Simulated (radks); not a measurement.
# Ti⁺ in [Ar] 3d1.5 4s1 4p0.5: an all-electron calculation

The task here is to estimate one member of a computed series from the others.

Program: radks (a radial shooting solver on a logarithmic mesh, Libxc functionals) version 1. Level of theory: scalar-relativistic Kohn-Sham, exchange-only B88, spin-polarised, spherical densities, finite nucleus; open shells are filled with parallel spins first. These are calculated values, not measurements, unless marked.

### What is computed

| Quantity | Value |
| --- | --- |
| element | titanium (Z = 22) |
| charge | +1 |
| electrons | 21 |
| configuration | [Ar] 3d1.5 4s1 4p0.5 |
| nuclear rms radius | 3.5921 fm |

The first run:

Settings of this run:

```text
Z 22
configuration [Ar] 3d1.5 4s1 4p0.5
relativity scalar-relativistic
functional b88,
spin polarised
nucleus finite rms 3.5921 fm
c 137.035999084
```

On the command line:

```
> python run_ks.py task.json out
```

This one command runs every case of the session in turn.

One of the session's tables, all rows but one given; the rest of the session is left out.

It belongs to the step «Radial structure». Radial moments (bohr):

```
  level      <r>  outermost maximum (interpolated)  90 % within  nodes
  1s up  0.06959                            0.0455        0.124      0
1s down  0.06959                            0.0455        0.124      0
  2s up   0.3252                             0.269        0.505      1
2s down   0.3249                             0.269        0.505      1
  2p up   0.2901                             0.219        0.477      0
2p down   0.2898                             0.219        0.477      0
  3s up    1.003                             0.867         1.50      2
3s down        ?                                 ?            ?      ?
  3p up    1.078                             0.898         1.66      1
3p down    1.074                             0.898         1.65      1
  3d up    1.449                             0.957         2.50      0
  4s up    3.057                              2.67         4.49      3
3d down    1.398                             0.951         2.38      0
  4p up    3.693                              3.18         5.47      2
```

Estimate the missing values for 3s down.

**Answer.** <r>: 1.001; outermost maximum (interpolated): 0.867; 90 % within: 1.50; nodes: 2. In the column «<r>» it lies between 2s up (0.3252) and 3s up (1.003).
